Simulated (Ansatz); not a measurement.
The system is MoI.

```
CELL_PARAMETERS angstrom
0.00000 3.17885 3.17885
3.17885 0.00000 3.17885
3.17885 3.17885 0.00000
ATOMIC_POSITIONS crystal
Mo 0.00000 0.00000 0.00000
I 0.75000 0.75000 0.75000
```

The cell was built by a generator and needn't be a form met in nature.

Base run:

* Program: Ansatz 0.2.0
* Functional: BLYP
* Potentials or basis: Ansatz PAW
* Cutoff: 420 eV
* Density cutoff: 1680 eV
* k mesh: 7 × 7 × 7
* Occupations: fermi-dirac, width 0.05 eV
* Spin: no spin polarisation

Its results: band gap on the k mesh none (metal or under the smearing width); pressure -3.4 GPa.

The run is repeated on the same cell with these changes: functional from BLYP to revPBE. What comes out?

Band gap on the k mesh none (metal or under the smearing width); pressure -6.2 GPa.

Caveats: the potentials were made for another functional, which shifts forces and pressure; an odd number of electrons without spin polarisation forces a metal; a magnetic or distorted state may lie lower; the PAW data sets come from PBE, with cores solved anew for the run's functional, which leaves a small shift of forces and pressure.

Not every run made on this cell is shown here.
